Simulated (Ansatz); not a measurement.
# MgSe+ (doublet): the correlation ladder, cc-pVTZ

How much of the correlation energy of MgSe+ (doublet) does each wave-function method recover here?

Program: Ansatz 0.2.0, Gaussian basis. Level of theory: cc-pVTZ, core rule «outside noble gas», up to 19 orbitals frozen. These are calculated values, not measurements.

To be run: UHF; CCSD(T) on ROHF; CCSD(T) on UHF; BCCD(T) on ROHF; CISD; CCSDT(Q) on ROHF; CCSDT(Q) on UHF.

13 further runs of the same task are left out: 5 for a known fault of the program, 3 that didn't finish, 5 set aside as unsound or not needed.

**1. What is computed**

The geometry is a PBE0/def2-TZVP stationary point (not a proven minimum). No spin-orbit coupling is included. The filled d shell of Se may be among the frozen orbitals whatever the setting's name suggests; the logs give the count.

2 atoms, charge 1, spin multiplicity 2.

Atoms are counted from 1 here; the program's logs count them from 0.

Bond lengths: Se1–Mg2 2.369 Å.

**2. UHF**

in.yaml

```yaml
crystal:
  periodic: [false, false, false]
  atoms:
    - {symbol: Se, position_ang: [0.000000, 0.000000, 0.000000]}
    - {symbol: Mg, position_ang: [0.000000, 0.000000, 2.369500]}
basis:
  gaussian: {orbitals: cc-pVTZ}
total_charge: 1
magnetization: {spin_polarized: true, initial_magnetization: 1}
hamiltonian: {xc: hf}
output: {orbitals: {seedname: orbitals}}
```

Started as:

```console
ansatz run in.yaml --threads 1 --pin off --events-out ev --progress --plain --max-ram 2393MiB
```

Further steps of the session: CCSD(T) on ROHF; CCSD(T) on UHF; BCCD(T) on ROHF; CISD; CCSDT(Q) on ROHF; CCSDT(Q) on UHF.

Q: Predict the results of all the runs planned. Wanted: UCCSDT(Q) from the RHF energy; RMP2 from UCCSDT(Q); UMP2 from UCCSDT(Q); RCCSD from UCCSDT(Q); RCCSD(T) from UCCSDT(Q); UCCSD(T) from UCCSDT(Q); RCCSDT(Q) from UCCSDT(Q); T1 diagnostic.

The runs gave:

| quantity | value |
| --- | --- |
| UCCSDT(Q) from the ROHF energy | -4.5853 eV |
| RMP2 from UCCSDT(Q) | +16.89 kcal/mol |
| UMP2 from UCCSDT(Q) | +17.27 kcal/mol |
| RCCSD from UCCSDT(Q) | +5.30 kcal/mol |
| RCCSD(T) from UCCSDT(Q) | +0.84 kcal/mol |
| UCCSD(T) from UCCSDT(Q) | +0.80 kcal/mol |
| RCCSDT(Q) from UCCSDT(Q) | +0.09 kcal/mol |
| levels within 1 kcal/mol (43 meV) | RCCSD(T), UCCSD(T), BCCD(T), RCCSDT, UCCSDT, RCCSDT(Q) |
| T1 diagnostic | 0.023 |

**Reading.** RCCSD(T) lands +0.84 kcal/mol from the yardstick (0.8 % of the correlation energy). These misses are within one basis, not against nature; the frozen cores of restricted and unrestricted runs differ, which can shift their rows.

With open shells the CI space here admits some triples and quadruples, so it is larger than plain CISD.
